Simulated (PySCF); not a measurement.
# Cl2I2Ir (IrCl2I2): the cost of one run

Computed with PySCF 2.14.0 and routines of our own; the level stands in each step. Atoms count from 0.

## (1) The starting structure

5 atoms, charge 0, states of the metal's open shell are computed; geometry from: model geometry, bond lengths from ionic radii.

## (2) Ligand-field states: state-averaged CASSCF

The job: settings as JSON, then the geometry in Å.

```
{"job": {"kind": "lf", "basis": {"metal": "x2c-TZVPall", "ligand": "x2c-SVPall"}, "nevpt": true}, "charge": 0, "metal": "Ir", "open_shell": "d5"}
Ir     0.000000     0.000000     0.000000
Cl     1.278831     1.278831     1.278831
Cl    -1.278831    -1.278831     1.278831
I     -1.480903     1.480903    -1.480904
I      1.480903    -1.480903    -1.480904
```

Level: state-averaged CASSCF of the metal d shell, SC-NEVPT2 on the averaged canonical orbitals, state-interaction spin-orbit coupling.

Command:

```console
OMP_NUM_THREADS=1 python lf_run.py task.json out
```

This one command runs all jobs of the session in turn.

Q: Estimate the wall time and peak memory of this first job on 1 thread of Arm Neoverse N1, shared host.

About 94 s, with a peak of 0.62 GiB.
